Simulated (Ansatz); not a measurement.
# CH4FGaSi: up Jacob's ladder to CCSD(T)

The task here is to estimate one member of a computed series from the others.

Method: functionals in def2-TZVPP, the program's frozen cores in correlated methods; program: Ansatz 0.2.0, Gaussian basis.

Plan: LDA (SPW92), PBE-D4, revPBE-D4, BLYP-D4, r2SCAN-D4, B97M-V, PBE0-D4, B3LYP-D4, r2SCANh-D4, r2SCAN0-D4, HSE06-D4, BHLYP-D4, CAM-B3LYP-D4, LC-ωPBE, ωB97X-V, ωB97M-V, B2PLYP, PBE-QIDH; CCSD(T)/def2-SVP; CCSD(T)/def2-TZVPP; MP2/def2-QZVPP; extrapolation to the limit; RPA on PBE.

## The geometry

An earlier PBE0-D4 in a triple-zeta def2 set relaxation fixed the geometry.

8 atoms, charge 0, spin multiplicity 1.

Atoms are counted from 1 here; the program's logs count them from 0.

Bond lengths: F1–C2 1.351 Å, C2–Si3 1.768 Å, C2–H5 1.085 Å, Si3–Ga4 2.501 Å, Si3–H6 1.477 Å, Si3–H7 1.479 Å, Ga4–H8 1.614 Å. Angles: F1–C2–Si3 121.3°, F1–C2–H5 112.6°, Si3–C2–H5 126.0°, C2–Si3–Ga4 80.0°, C2–Si3–H6 119.8°, C2–Si3–H7 113.6°, Ga4–Si3–H6 112.4°, Ga4–Si3–H7 107.3°, H6–Si3–H7 116.9°, Si3–Ga4–H8 110.1°.

The first run:

Contents of in.yaml:

```yaml
crystal:
  periodic: [false, false, false]
  atoms:
    - {symbol: F, position_ang: [-1.801767, 0.694449, -0.330051]}
    - {symbol: C, position_ang: [-0.503853, 0.514517, -0.659548]}
    - {symbol: Si, position_ang: [0.771721, 0.587160, 0.561975]}
    - {symbol: Ga, position_ang: [0.108949, -1.815839, 0.766337]}
    - {symbol: H, position_ang: [-0.371680, 0.251351, -1.703874]}
    - {symbol: H, position_ang: [0.549030, 1.340324, 1.812841]}
    - {symbol: H, position_ang: [2.136493, 0.620863, -0.006783]}
    - {symbol: H, position_ang: [-0.796794, -2.249826, -0.496697]}
basis:
  gaussian: {orbitals: def2-TZVPP}
hamiltonian: {xc: lda}
output: {orbitals: {seedname: orbitals}}
```

Run with:

```console
> ansatz run in.yaml --threads 2 --pin off --events-out ev --progress --plain --max-ram 4352MiB
```

Among the steps run: LDA; PBE-D4 (GGA); revPBE-D4 (GGA); BLYP-D4 (GGA); r2SCAN-D4 (meta-GGA); B97M-V (meta-GGA); PBE0-D4 (hybrid); B3LYP-D4 (hybrid); r2SCANh-D4 (hybrid); r2SCAN0-D4 (hybrid); HSE06-D4 (hybrid); BHLYP-D4 (hybrid); CAM-B3LYP-D4 (range-separated); LC-ωPBE (range-separated); ωB97X-V (range-separated); ωB97M-V (range-separated); B2PLYP (double hybrid); PBE-QIDH (double hybrid).

One table of the session follows, with a row left open; its other results are not shown here.

| functional | HOMO (eV) | LUMO (eV) | gap (eV) |
| --- | --- | --- | --- |
| LDA (SPW92) | -4.97 | -2.99 | 1.98 |
| PBE-D4 | -4.79 | -2.74 | 2.05 |
| revPBE-D4 | -4.72 | -2.63 | 2.09 |
| BLYP-D4 | -4.66 | -2.64 | 2.02 |
| r2SCAN-D4 | -4.96 | -2.61 | 2.35 |
| B97M-V | -4.90 | -2.70 | 2.20 |
| PBE0-D4 | -5.58 | -2.00 | 3.59 |
| B3LYP-D4 | -5.46 | -2.20 | 3.26 |
| r2SCANh-D4 | -5.26 | -2.34 | 2.92 |
| r2SCAN0-D4 | -5.71 | -1.95 | 3.76 |
| HSE06-D4 | -5.21 | -2.36 | 2.85 |
| BHLYP-D4 | -6.26 | -1.21 | 5.05 |
| CAM-B3LYP-D4 | ? | ? | ? |
| LC-ωPBE | -7.71 | -0.05 | 7.65 |
| ωB97X-V | -7.44 | -0.09 | 7.35 |
| ωB97M-V | -7.41 | -0.23 | 7.17 |

Estimate the missing values for CAM-B3LYP-D4.

**Answer.** HOMO (eV): -6.65; LUMO (eV): -1.04; gap (eV): 5.61. In the column «HOMO (eV)» it lies between ωB97M-V (-7.41) and BHLYP-D4 (-6.26).
